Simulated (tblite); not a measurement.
# C5H8Cl2Si: the cost of one run

The runs use tblite 0.8.0 and PySCF 2.14.0, with density-fitted response routines of our own; the level of theory stands in each step. All values are computed, except where a source is named. Atoms count from 0, in the outputs and in this text.

### Step 1. The molecule as given

16 atoms, charge 0, multiplicity 1; geometry from: force field or distance geometry start.

Bonds of the start (Å): C0–C1 1.32, C1–C2 1.31, C2–Si3 1.83, Si3–C4 1.89, C2–C5 1.46, C5–Cl6 1.76, C5–Cl7 1.76, C0–H8 1.06, C0–H9 1.06, Si3–H10 1.48, Si3–H11 1.47, C4–H12 1.11, C4–H13 1.13, C4–H14 1.11, C5–H15 1.14.

### Step 2. Geometry optimisation with GFN2-xTB

What the job is given:

```
{"job": {"kind": "relax", "xc": "GFN2-xTB", "basis": "xTB"}, "charge": 0, "multiplicity": 1}
C     -0.813200     2.425000     0.063800
C     -0.748300     1.119400    -0.088400
C     -0.635300    -0.177600    -0.222000
Si     1.007000    -0.780000    -0.747300
C      2.156700    -0.339700     0.684400
C     -1.828600    -0.977900     0.023600
Cl    -3.268900    -0.079200     0.505100
Cl    -2.289100    -2.003000    -1.337100
H     -0.588500     2.780200     1.032300
H     -1.105800     2.952300    -0.802200
H      1.418400    -0.074600    -1.976700
H      1.061400    -2.242900    -0.914200
H      1.649300    -0.587000     1.640700
H      3.048000    -1.036400     0.634600
H      2.516400     0.707200     0.601900
H     -1.586900    -1.676900     0.890000
```

Command:

```console
> OMP_NUM_THREADS=1 python probes_run.py task.json out
```

This one command runs all jobs of the session in turn.

**Question.** How long does this first job take on 1 thread of AMD EPYC 9R45, shared host, and how much memory does it need?

About 1.2 s, with a peak of 0.18 GiB.
